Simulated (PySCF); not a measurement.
**C2H8B2O2: electronic excitations at several levels of theory**

How much do the electronic excitations of C2H8B2O2 (`CBOBOC`) depend on the level of theory, and what does each level cost?

Computed with PySCF 2.14.0, with density-fitted response routines of our own, on a single molecule in the gas phase. Atoms count from 0, in the outputs and in this text.

### Step 1. Starting geometry

14 atoms, charge 0, multiplicity 1; geometry from: GFN2-xTB. The atoms were then displaced at random by about 0.01 Å, so the start is not that level's minimum.

Bonds of the start (Å): C0–B1 1.59, B1–O2 1.29, O2–B3 1.36, B3–O4 1.33, O4–C5 1.40, C0–H6 1.07, C0–H7 1.07, C0–H8 1.11, B1–H9 1.19, B3–H10 1.17, C5–H11 1.09, C5–H12 1.08, C5–H13 1.09.

### Step 2. Geometry optimisation at PBE0-D3(BJ)/def2-SVP

The job: settings as JSON, then the geometry in Å.

```
{"job": {"xc": "PBE0", "basis": "def2-SVP", "d3": "d3bj", "grid": 1, "shake": 0.01, "kind": "geom"}, "charge": 0, "multiplicity": 1}
C     -2.767470    -0.070290     0.358930
B     -1.684430     1.089180     0.487080
O     -0.512150     0.952790    -0.044620
B      0.734060     0.733370    -0.544460
O      1.626900     0.124040     0.233770
C      2.939730    -0.132420    -0.168970
H     -2.473880    -0.856790    -0.302240
H     -2.988090    -0.469140     1.326010
H     -3.728580     0.364440     0.002190
H     -1.932740     2.096140     1.073460
H      0.935190     1.061700    -1.645660
H      3.137740     0.214010    -1.178700
H      3.088120    -1.205600    -0.129580
H      3.618430     0.363540     0.525030
```

The run is started by

```sh
OMP_NUM_THREADS=1 python probes_run.py task.json out
```

One launch serves the whole session: the jobs run in the order shown.

Standard output:

```text
step   0  E = -280.76419919  max force = 0.050941
step   1  E = -280.77022838  max force = 0.008226
step   2  E = -280.77046533  max force = 0.002030
step   3  E = -280.77047422  max force = 0.001092
step   4  E = -280.77049875  max force = 0.000711
step   5  E = -280.77050437  max force = 0.000487
step   6  E = -280.77050693  max force = 0.000619
step   7  E = -280.77051031  max force = 0.000209
optimisation converged
```

It took 43 s on 1 thread of Arm Neoverse V1, shared host; peak memory 0.5 GiB.

Along the way:

```tsv
step	energy from step 0 (eV)	largest force component (eV/Å)
0	0.0000	2.6195
1	-0.1641	0.4230
2	-0.1705	0.1044
3	-0.1708	0.0562
4	-0.1714	0.0366
5	-0.1716	0.0250
6	-0.1716	0.0318
7	-0.1717	0.0107
```

Close pairs (by a distance rule), those that changed most:

```tsv
bond	before (Å)	after (Å)	change (Å)
B1–O2	1.294	1.341	+0.046
B3–H10	1.167	1.212	+0.046
C0–H7	1.069	1.105	+0.035
C0–H6	1.069	1.100	+0.031
B1–H9	1.191	1.216	+0.025
C0–B1	1.592	1.568	-0.024
B3–O4	1.332	1.350	+0.018
O2–B3	1.361	1.343	-0.018
```

The end geometry stands in the next job.

```tsv
at the end point	value
point group (found at 0.08 Å tolerance)	C1
rotational constants (GHz, main isotopes)	12.951, 1.394, 1.336
dipole moment (D)	1.53
```

### Step 3. TDDFT and polarisability: PBE0/def2-SVP

The job: settings as JSON, then the geometry in Å.

```
{"job": {"kind": "uv", "xc": "PBE0", "basis": "def2-SVP"}, "charge": 0, "multiplicity": 1}
C     -2.284210    -0.277580     0.662967
B     -1.194777     0.842475     0.790345
O      0.019969     0.718827     0.236795
B      1.211485     0.402570    -0.295526
O      2.099910    -0.276907     0.460424
C      3.377026    -0.618382    -0.004782
H     -1.985091    -1.123950     0.027824
H     -2.519507    -0.660483     1.671905
H     -3.228893     0.146618     0.283430
H     -1.417830     1.869426     1.402908
H      1.470474     0.738585    -1.431136
H      3.544674    -0.279342    -1.040824
H      3.504330    -1.711615     0.033635
H      4.141651    -0.161732     0.643220
```

With the program's defaults for keys left out, this is: TDDFT PBE0/def2-SVP, vertical, gas phase, core orbitals frozen in the response.

Standard output:

```text
coarse grid: 11480 points
cycle   1  E = -280.5939679909  dE =  5.442e-01  |g| = 7.656e-01  |ddm| = 3.675e+00
cycle   2  E = -280.4537935697  dE =  1.402e-01  |g| = 1.154e+00  |ddm| = 1.582e+00
cycle   3  E = -280.7087104403  dE = -2.549e-01  |g| = 8.938e-02  |ddm| = 1.005e+00
cycle   4  E = -280.7101395140  dE = -1.429e-03  |g| = 4.121e-02  |ddm| = 9.629e-02
cycle   5  E = -280.7105075223  dE = -3.680e-04  |g| = 1.197e-02  |ddm| = 3.607e-02
cycle   6  E = -280.7105327506  dE = -2.523e-05  |g| = 3.410e-03  |ddm| = 1.060e-02
cycle   7  E = -280.7105351244  dE = -2.374e-06  |g| = 2.706e-04  |ddm| = 2.725e-03
final grid: 110224 points
cycle   8  E = -280.7636370154  dE = -2.624e-05  |g| = 1.024e-02  |ddm| = 2.192e-02
cycle   9  E = -280.7636181699  dE =  1.885e-05  |g| = 1.440e-02  |ddm| = 1.687e-02
cycle  10  E = -280.7636586595  dE = -4.049e-05  |g| = 1.129e-03  |ddm| = 1.020e-02
cycle  11  E = -280.7636589632  dE = -3.036e-07  |g| = 1.501e-04  |ddm| = 1.183e-03
cycle  12  E = -280.7636589672  dE = -4.025e-09  |g| = 6.438e-05  |ddm| = 1.742e-04
cycle  13  E = -280.7636589679  dE = -6.663e-10  |g| = 3.213e-05  |ddm| = 6.640e-05
cycle  14  E = -280.7636589681  dE = -2.071e-10  |g| = 4.346e-06  |ddm| = 2.618e-05
converged SCF energy = -280.7636589681

Static polarisability (au): isotropic 55.541, principal 44.675 46.082 75.864

Singlet excitations
state   eV       nm        f      main configurations
  1   6.2746    197.6   0.00123   H->L 0.96
  2   7.9122    156.7   0.32758   H->L+1 0.96
  3   8.0159    154.7   0.01597   H-1->L+1 0.83, H-1->L 0.15
  4   8.0961    153.1   0.10706   H-1->L 0.66, H-2->L 0.18, H-1->L+1 0.11
  5   8.1670    151.8   0.04783   H-2->L 0.75, H-1->L 0.15
  6   8.9796    138.1   0.08506   H-3->L 0.38, H-2->L+1 0.24, H->L+3 0.19
  7   9.0121    137.6   0.13032   H->L+3 0.33, H->L+2 0.27, H-2->L+1 0.25
  8   9.0935    136.3   0.00508   H-4->L 0.53, H-3->L+1 0.15, H-3->L 0.12
  9   9.1359    135.7   0.02404   H-3->L+1 0.67, H-2->L+1 0.19
 10   9.1766    135.1   0.05386   H-4->L 0.32, H->L+2 0.25, H-3->L 0.12

Triplet excitations (Tamm-Dancoff, eV): 5.7741 6.8500 7.3209 7.4684
```

It took 19 s on 1 thread of Arm Neoverse V1, shared host; peak memory 0.62 GiB.

Frontier orbitals and where they lie:

```tsv
orbital	eV	atoms
HOMO−3	-9.87	O2 33 %, O4 18 %, C5 11 %
HOMO−2	-9.15	O4 37 %, C5 11 %, B3 11 %
HOMO−1	-8.91	O4 40 %, H10 19 %, B3 16 %
HOMO	-7.90	O2 24 %, B1 18 %, O4 16 %
LUMO	0.21	B1 74 %, O2 10 %, H7 4 %
LUMO+1	0.98	B3 71 %, O4 11 %, O2 9 %
LUMO+2	2.24	H12 24 %, H13 23 %, C5 17 %
```

With each of the 10 states as a Gaussian band of 0.4 eV half-width at 1/e, the curve within the window shown has maxima at 156 nm (ε 19,000), 137 nm (ε 12,000) L/(mol cm). Beyond the last state computed it falls off for lack of states. The curve at chosen wavelengths:

nm, ε (L/mol/cm) and a bar:
```
      131       3902 ######
      134       8754 ##############
      138      11601 ##################
      141       8834 ##############
      145       5907 #########
      148       8430 #############
      152      15697 #########################
      155      18976 ##############################
      159      16273 ##########################
      162      10966 #################
      166       4646 #######
      169       1951 ###
      173        472 #
      176        138 
      180         26 
      183         15 
      187         23 
      190         33 
      194         45 
      197         50 
      201         47 
      204         40 
      208         27 
      211         19 
      215         10 
      218          6
```

Further results of this job:

```tsv
property	computed
dipole moment (D)	1.53
polarisability (Å³)	8.23
HOMO–LUMO gap (eV)	8.12
−ε(HOMO) (eV)	7.90
```

### Step 4. Excited states and response: PBE0/def2-TZVP

Same as in step 3 but for these lines:

```diff
@@ -1,2 +1,2 @@
-{"job": {"kind": "uv", "xc": "PBE0", "basis": "def2-SVP"}, "charge": 0, "multiplicity": 1}
+{"job": {"kind": "uv", "xc": "PBE0", "basis": "def2-TZVP"}, "charge": 0, "multiplicity": 1}
 C     -2.284210    -0.277580     0.662967
```

With the program's defaults for keys left out, this is: TDDFT PBE0/def2-TZVP, vertical, gas phase, core orbitals frozen in the response.

Standard output:

```text
coarse grid: 11480 points
cycle   1  E = -280.9528666989  dE =  5.828e-01  |g| = 8.395e-01  |ddm| = 2.697e+00
cycle   2  E = -280.7769076448  dE =  1.760e-01  |g| = 1.295e+00  |ddm| = 3.229e+00
cycle   3  E = -281.0806606623  dE = -3.038e-01  |g| = 1.036e-01  |ddm| = 2.480e+00
cycle   4  E = -281.0824505139  dE = -1.790e-03  |g| = 4.900e-02  |ddm| = 8.436e-02
cycle   5  E = -281.0829649903  dE = -5.145e-04  |g| = 1.214e-02  |ddm| = 3.610e-02
cycle   6  E = -281.0829877944  dE = -2.280e-05  |g| = 4.547e-03  |ddm| = 1.636e-02
cycle   7  E = -281.0829914849  dE = -3.690e-06  |g| = 4.397e-04  |ddm| = 4.374e-03
final grid: 110224 points
cycle   8  E = -281.0761286437  dE = -8.947e-05  |g| = 1.057e-02  |ddm| = 1.927e-01
cycle   9  E = -281.0761098844  dE =  1.876e-05  |g| = 1.481e-02  |ddm| = 1.719e-02
cycle  10  E = -281.0761492690  dE = -3.938e-05  |g| = 1.302e-03  |ddm| = 1.300e-02
cycle  11  E = -281.0761496231  dE = -3.541e-07  |g| = 2.517e-04  |ddm| = 2.051e-03
cycle  12  E = -281.0761496356  dE = -1.248e-08  |g| = 7.165e-05  |ddm| = 2.760e-04
cycle  13  E = -281.0761496368  dE = -1.224e-09  |g| = 1.874e-05  |ddm| = 1.360e-04
cycle  14  E = -281.0761496369  dE = -5.059e-11  |g| = 8.238e-06  |ddm| = 2.483e-05
converged SCF energy = -281.0761496369

Static polarisability (au): isotropic 62.452, principal 51.863 53.366 82.127

Singlet excitations
state   eV       nm        f      main configurations
  1   6.2285    199.1   0.00166   H->L 0.95
  2   7.6270    162.6   0.29620   H->L+1 0.97
  3   7.8649    157.6   0.01261   H-1->L+1 0.94
  4   8.0019    154.9   0.09184   H-1->L 0.85, H-2->L 0.08
  5   8.0697    153.6   0.03910   H-2->L 0.57, H->L+2 0.28
  6   8.1098    152.9   0.01155   H->L+2 0.64, H-2->L 0.26
  7   8.4684    146.4   0.00516   H->L+3 0.86
  8   8.7361    141.9   0.05918   H-2->L+1 0.91
  9   8.9386    138.7   0.04662   H-3->L 0.52, H-3->L+1 0.27, H->L+4 0.11
 10   8.9547    138.5   0.01630   H-3->L+1 0.64, H-3->L 0.15, H->L+4 0.10

Triplet excitations (Tamm-Dancoff, eV): 5.7262 6.7325 7.2742 7.3163
```

Wall time 49 s (1 thread of Arm Neoverse V1, shared host); peak memory 0.88 GiB.

Key values: HOMO -7.98 eV, LUMO 0.06 eV; lowest singlet 6.23 eV.

### Step 5. Excited states and response: PBE0/aug-cc-pVDZ

Same as in step 4 but for these lines:

```diff
@@ -1,2 +1,2 @@
-{"job": {"kind": "uv", "xc": "PBE0", "basis": "def2-TZVP"}, "charge": 0, "multiplicity": 1}
+{"job": {"kind": "uv", "xc": "PBE0", "basis": "aug-cc-pVDZ"}, "charge": 0, "multiplicity": 1}
 C     -2.284210    -0.277580     0.662967
```

Level: TDDFT PBE0/aug-cc-pVDZ, vertical, gas phase, core orbitals frozen in the response.

Standard output:

```text
coarse grid: 11480 points
cycle   1  E = -280.8616588544  dE =  6.149e-01  |g| = 7.818e-01  |ddm| = 8.409e+00
cycle   2  E = -280.6979258818  dE =  1.637e-01  |g| = 1.213e+00  |ddm| = 2.675e+00
cycle   3  E = -280.9807421347  dE = -2.828e-01  |g| = 9.623e-02  |ddm| = 1.458e+00
cycle   4  E = -280.9824576803  dE = -1.716e-03  |g| = 4.161e-02  |ddm| = 2.164e-01
cycle   5  E = -280.9828496207  dE = -3.919e-04  |g| = 1.137e-02  |ddm| = 7.451e-02
cycle   6  E = -280.9828714906  dE = -2.187e-05  |g| = 3.874e-03  |ddm| = 1.778e-02
cycle   7  E = -280.9828744189  dE = -2.928e-06  |g| = 3.320e-04  |ddm| = 5.527e-03
final grid: 110224 points
cycle   8  E = -280.9918584561  dE = -2.732e-05  |g| = 9.627e-03  |ddm| = 1.162e-01
cycle   9  E = -280.9918435827  dE =  1.487e-05  |g| = 1.320e-02  |ddm| = 3.413e-02
cycle  10  E = -280.9918781523  dE = -3.457e-05  |g| = 1.301e-03  |ddm| = 1.774e-02
cycle  11  E = -280.9918785449  dE = -3.926e-07  |g| = 1.532e-04  |ddm| = 2.310e-03
cycle  12  E = -280.9918785499  dE = -4.981e-09  |g| = 4.904e-05  |ddm| = 4.404e-04
cycle  13  E = -280.9918785504  dE = -5.484e-10  |g| = 2.001e-05  |ddm| = 1.181e-04
converged SCF energy = -280.9918785504

Static polarisability (au): isotropic 65.803, principal 54.768 56.430 86.211

Singlet excitations
state   eV       nm        f      main configurations
  1   6.1622    201.2   0.00201   H->L 0.88
  2   7.1584    173.2   0.05383   H->L+1 0.69, H->L+3 0.17
  3   7.2462    171.1   0.19285   H->L+2 0.80, H->L+1 0.13
  4   7.4117    167.3   0.00132   H->L+3 0.74, H->L+2 0.12, H->L+1 0.09
  5   7.6874    161.3   0.01412   H-1->L+2 0.81
  6   7.8211    158.5   0.00399   H->L+4 0.81
  7   7.8902    157.1   0.07610   H-1->L 0.88
  8   7.9317    156.3   0.05104   H->L+5 0.39, H->L+6 0.33, H-2->L 0.16
  9   8.0049    154.9   0.06429   H-2->L 0.45, H->L+6 0.37
 10   8.0440    154.1   0.02700   H->L+5 0.48, H-2->L 0.21, H->L+6 0.19

Triplet excitations (Tamm-Dancoff, eV): 5.6704 6.5585 7.0668 7.1536
```

Run time: 37 s. Hardware: 1 thread of Arm Neoverse V1, shared host; peak memory 0.85 GiB.

Key values: HOMO -7.97 eV, LUMO -0.09 eV; lowest singlet 6.16 eV.

### Step 6. Ultraviolet spectrum: PBE0/def2-TZVPD

Same as in step 5 but for these lines:

```diff
@@ -1,2 +1,2 @@
-{"job": {"kind": "uv", "xc": "PBE0", "basis": "aug-cc-pVDZ"}, "charge": 0, "multiplicity": 1}
+{"job": {"kind": "uv", "xc": "PBE0", "basis": "def2-TZVPD"}, "charge": 0, "multiplicity": 1}
 C     -2.284210    -0.277580     0.662967
```

Level: TDDFT PBE0/def2-TZVPD, vertical, gas phase, core orbitals frozen in the response.

Standard output:

```text
coarse grid: 11480 points
cycle   1  E = -280.9539280170  dE =  5.825e-01  |g| = 8.389e-01  |ddm| = 4.412e+00
cycle   2  E = -280.7738243221  dE =  1.801e-01  |g| = 1.302e+00  |ddm| = 2.004e+00
cycle   3  E = -281.0815632208  dE = -3.077e-01  |g| = 1.039e-01  |ddm| = 1.522e+00
cycle   4  E = -281.0833681622  dE = -1.805e-03  |g| = 4.890e-02  |ddm| = 1.333e-01
cycle   5  E = -281.0838896043  dE = -5.214e-04  |g| = 1.148e-02  |ddm| = 5.965e-02
cycle   6  E = -281.0839093741  dE = -1.977e-05  |g| = 4.730e-03  |ddm| = 1.252e-02
cycle   7  E = -281.0839133337  dE = -3.960e-06  |g| = 4.375e-04  |ddm| = 5.964e-03
final grid: 110224 points
cycle   8  E = -281.0770719613  dE = -9.364e-05  |g| = 1.057e-02  |ddm| = 6.017e-01
cycle   9  E = -281.0770531273  dE =  1.883e-05  |g| = 1.483e-02  |ddm| = 2.951e-02
cycle  10  E = -281.0770925837  dE = -3.946e-05  |g| = 1.319e-03  |ddm| = 1.215e-02
cycle  11  E = -281.0770929486  dE = -3.649e-07  |g| = 2.521e-04  |ddm| = 1.884e-03
cycle  12  E = -281.0770929612  dE = -1.263e-08  |g| = 7.043e-05  |ddm| = 4.664e-04
cycle  13  E = -281.0770929625  dE = -1.255e-09  |g| = 1.402e-05  |ddm| = 1.364e-04
cycle  14  E = -281.0770929625  dE = -2.944e-11  |g| = 7.346e-06  |ddm| = 2.826e-05
converged SCF energy = -281.0770929625

Static polarisability (au): isotropic 65.470, principal 54.705 56.318 85.386

Singlet excitations
state   eV       nm        f      main configurations
  1   6.2003    200.0   0.00196   H->L 0.93
  2   7.3038    169.8   0.12132   H->L+1 0.62, H->L+2 0.32
  3   7.4006    167.5   0.14995   H->L+2 0.65, H->L+1 0.31
  4   7.6600    161.9   0.00203   H->L+3 0.91
  5   7.7390    160.2   0.01417   H-1->L+2 0.88
  6   7.9357    156.2   0.08893   H-1->L 0.91
  7   8.0311    154.4   0.01215   H-2->L 0.84
  8   8.2192    150.8   0.08349   H->L+4 0.62, H->L+5 0.24
  9   8.3076    149.2   0.00092   H->L+5 0.54, H->L+4 0.16, H->L+6 0.12
 10   8.3254    148.9   0.00968   H-1->L+1 0.76, H-1->L+3 0.12

Triplet excitations (Tamm-Dancoff, eV): 5.6987 6.6345 7.1859 7.2069
```

Wall time 69 s (1 thread of Arm Neoverse V1, shared host); peak memory 1.1 GiB.

In short: HOMO -7.99 eV, LUMO -0.03 eV; lowest singlet 6.20 eV.

### Step 7. TDDFT and polarisability: PBE0/6-31+G*

Same as in step 6 but for these lines:

```diff
@@ -1,2 +1,2 @@
-{"job": {"kind": "uv", "xc": "PBE0", "basis": "def2-TZVPD"}, "charge": 0, "multiplicity": 1}
+{"job": {"kind": "uv", "xc": "PBE0", "basis": "6-31+G*"}, "charge": 0, "multiplicity": 1}
 C     -2.284210    -0.277580     0.662967
```

Level: TDDFT PBE0/6-31+G*, vertical, gas phase, core orbitals frozen in the response.

Standard output:

```text
coarse grid: 11480 points
cycle   1  E = -280.8974663783  dE =  5.942e-01  |g| = 7.722e-01  |ddm| = 3.180e+00
cycle   2  E = -280.7443362794  dE =  1.531e-01  |g| = 1.183e+00  |ddm| = 1.474e+00
cycle   3  E = -281.0159354577  dE = -2.716e-01  |g| = 9.340e-02  |ddm| = 9.316e-01
cycle   4  E = -281.0175616609  dE = -1.626e-03  |g| = 3.960e-02  |ddm| = 9.390e-02
cycle   5  E = -281.0179194734  dE = -3.578e-04  |g| = 1.079e-02  |ddm| = 3.412e-02
cycle   6  E = -281.0179395160  dE = -2.004e-05  |g| = 3.556e-03  |ddm| = 9.385e-03
cycle   7  E = -281.0179420119  dE = -2.496e-06  |g| = 2.906e-04  |ddm| = 2.689e-03
final grid: 110224 points
cycle   8  E = -280.9712443007  dE = -1.683e-05  |g| = 9.815e-03  |ddm| = 2.863e-02
cycle   9  E = -280.9712282012  dE =  1.610e-05  |g| = 1.358e-02  |ddm| = 1.554e-02
cycle  10  E = -280.9712650001  dE = -3.680e-05  |g| = 1.232e-03  |ddm| = 9.245e-03
cycle  11  E = -280.9712653588  dE = -3.587e-07  |g| = 1.384e-04  |ddm| = 1.152e-03
cycle  12  E = -280.9712653628  dE = -4.034e-09  |g| = 4.481e-05  |ddm| = 1.801e-04
cycle  13  E = -280.9712653632  dE = -4.227e-10  |g| = 1.953e-05  |ddm| = 5.005e-05
converged SCF energy = -280.9712653632

Static polarisability (au): isotropic 59.687, principal 49.234 50.543 79.284

Singlet excitations
state   eV       nm        f      main configurations
  1   6.2422    198.6   0.00227   H->L 0.91
  2   7.3126    169.5   0.16025   H->L+2 0.75, H->L+3 0.10, H->L+1 0.10
  3   7.3713    168.2   0.10522   H->L+1 0.82, H->L+2 0.14
  4   7.6121    162.9   0.00383   H->L+3 0.84
  5   7.7875    159.2   0.01399   H-1->L+2 0.65, H-1->L+1 0.26
  6   7.9866    155.2   0.07452   H-1->L 0.87
  7   8.0572    153.9   0.02826   H-2->L 0.60, H->L+4 0.19
  8   8.0853    153.3   0.03945   H->L+4 0.67, H-2->L 0.15, H->L+5 0.10
  9   8.2320    150.6   0.03751   H->L+5 0.69, H-2->L 0.11
 10   8.3373    148.7   0.00839   H-1->L+1 0.55, H-1->L+2 0.26, H-1->L+3 0.12

Triplet excitations (Tamm-Dancoff, eV): 5.7888 6.6489 7.2086 7.3063
```

It took 19 s on 1 thread of Arm Neoverse V1, shared host; peak memory 0.64 GiB.

This run: HOMO -7.96 eV, LUMO 0.01 eV; lowest singlet 6.24 eV.

### Step 8. Side by side: electronic excitations

Excitations and ground-state properties, with basis size and wall time:

```tsv
run	lowest singlet (eV)	brightest (eV)	f	gap (eV)	α (Å³)	μ (D)	functions	time
PBE0/def2-SVP	6.27	7.91	0.328	8.12	8.23	1.53	124	19 s
PBE0/def2-TZVP	6.23	7.63	0.296	8.03	9.25	1.40	234	49 s
PBE0/aug-cc-pVDZ	6.16	7.25	0.193	7.88	9.75	1.38	210	37 s
PBE0/def2-TZVPD	6.20	7.40	0.150	7.96	9.70	1.37	300	69 s
PBE0/6-31+G*	6.24	7.31	0.160	7.98	8.84	1.48	124	19 s
```

### Step 9. Outcome

```
                                quantity                        value
                             point group                           C1
    rotational constants (main isotopes)        12.95, 1.39, 1.34 GHz
          lowest singlet (PBE0/def2-SVP)  6.27 eV (198 nm), f = 0.001
brightest single state of those computed  state 2, 7.91 eV, f = 0.328
                          lowest triplet                      5.77 eV
             range of the lowest singlet              6.16 to 6.27 eV
```

What this shows: Single values in the summary come from the first sound run of each kind (PBE0/def2-SVP), which need not be the best level. The start of the PBE0/def2-SVP relaxation was shaken at random by about 0.01 Å, so part of the energy gained, and of the first lengths quoted, undoes that. Relaxing lowered the energy by 0.172 eV in 7 steps; the close pair that moved most is B1–O2, from 1.294 to 1.341 Å. The first singlet state (HOMO→LUMO 0.96) lies at 6.27 eV and is weak; of the 10 states computed, the strongest absorption comes from state 2 at 7.91 eV. The lowest triplet lies 0.50 eV below the lowest singlet (triplets in Tamm-Dancoff, singlets in full TDDFT). At PBE0/def2-SVP, states above −ε(HOMO) (7.90 eV) lie where TDDFT describes them poorly and they hang on the basis; the brightest is among them. The basis of PBE0/def2-SVP has no diffuse functions, so Rydberg states are missing and the high states are unreliable. The lowest singlet runs from 6.16 eV (PBE0/aug-cc-pVDZ) to 6.27 eV (PBE0/def2-SVP), while the orbital gap spans 7.88 to 8.12 eV. The lowest state need not be the same one in every run.
